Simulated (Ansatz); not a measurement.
# HfC+ (doublet): from Hartree-Fock to the top rungs, def2-QZVPP

An exercise on one series of results from a longer session: the logs are not shown, and one member is left open.

Computed with Ansatz 0.2.0, Gaussian basis. Level: def2-QZVPP, core rule «outside noble gas», up to 5 orbitals frozen.

Plan: UHF; ROHF; CCSD(T) on UHF.

2 further runs of the same task are left out: 2 set aside as unsound or not needed.

## The geometry

The geometry is a PBE0/def2-TZVP stationary point (not a proven minimum) of the parent state, kept for this charge and spin. No spin-orbit coupling is included. Elements past krypton take def2 core potentials.

2 atoms, charge 1, spin multiplicity 2.

Atoms are counted from 1 here; the program's logs count them from 0.

Bond lengths: Hf1–C2 1.798 Å.

Geometry (Å):

```
Hf    0.0000    0.0000    0.0000
C     0.0000    0.0000    1.7983
```

Set-up of the first run:

File in.yaml:

```yaml
crystal:
  periodic: [false, false, false]
  atoms:
    - {symbol: Hf, position_ang: [0.000000, 0.000000, 0.000000]}
    - {symbol: C, position_ang: [0.000000, 0.000000, 1.798320]}
basis:
  gaussian: {orbitals: "def2-QZVPP.json"}
total_charge: 1
magnetization: {spin_polarized: true, initial_magnetization: 1}
hamiltonian: {xc: hf}
output: {orbitals: {seedname: orbitals}}
```

On the command line:

```bash
$ ansatz run in.yaml --threads 1 --pin off --events-out ev --progress --plain --max-ram 4096MiB --backend cpu
```

Among the steps run: UHF; ROHF; CCSD(T) on UHF.

One table of the session follows, with a row left open; its other results are not shown here.

```
  method  from UCCSD(T) (meV)
    ROHF                    ?
    UMP2              +1313.1
   UCCSD               +432.3
UCCSD(T)                    0
```

Estimate the missing values for ROHF.

The run gave: from UCCSD(T) (meV): +6835.4. In the column «from UCCSD(T) (meV)» it is the highest.

Left out of the table: UHF (another determinant or state than the rows shown).

To keep in mind: The determinant is far from a pure spin state, so its energy mixes those of several spin states (harmless only where they are near-degenerate, as at dissociation). Warnings: spin contamination; coupled cluster took another determinant than the lowest.
